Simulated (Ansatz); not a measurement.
# HOW: the cost of one run

The runs use Ansatz 0.2.0, Gaussian basis; def2-SVP, all electrons in the functionals, frozen cores in the correlation of double hybrids and RPA.

Plan: wB97M-V, B2PLYP, RPA-PBE, at charge 0, sextet; charge 0, quartet; charge 0, octet; charge 1, quintet; charge 1, septet; displaced geometry v1; displaced geometry v2.

31 further runs of the same task are left out: 6 for a known fault of the program, 10 that didn't finish, 15 set aside as unsound or not needed.

## Step 1: What is computed

The geometry is a PBE0/def2-TZVP stationary point (not a proven minimum). No spin-orbit coupling is included. Elements past krypton take def2 core potentials.

3 atoms, charge 0, spin multiplicity 6.

Atoms are counted from 1 here; the program's logs count them from 0.

Bond lengths: W1–O2 1.971 Å, W1–H3 1.725 Å. Angles: O2–W1–H3 121.7°.

No dispersion term is added; wB97M-V holds VV10 nonlocal correlation.

The geometry shown and the zero of energy belong to the point charge 0, sextet. The yardstick, UCCSD(T), and other wave-function levels (R restricted, U unrestricted, valence and pair active spaces) come from earlier runs.

## Step 2: wB97M-V, charge 0, sextet

Input file in.yaml:

```yaml
crystal:
  periodic: [false, false, false]
  atoms:
    - {symbol: W, position_ang: [0.000000, -0.016260, 0.151778]}
    - {symbol: O, position_ang: [0.000000, 0.098866, -1.815880]}
    - {symbol: H, position_ang: [0.000000, 1.396412, 1.141010]}
basis:
  gaussian: {orbitals: def2-SVP}
magnetization: {spin_polarized: true, initial_magnetization: 5}
hamiltonian: {xc: {name: wB97M-V}}
output: {forces: true, orbitals: {seedname: orbitals}}
```

Run with:

```
ansatz run in.yaml --threads 1 --pin off --events-out ev --progress --plain --max-ram 2393MiB
```

**Question.** How long does this run take on 1 thread of Arm Neoverse V1, shared host, and how much memory does it need?

About 67 s, with a peak of 0.26 GiB.
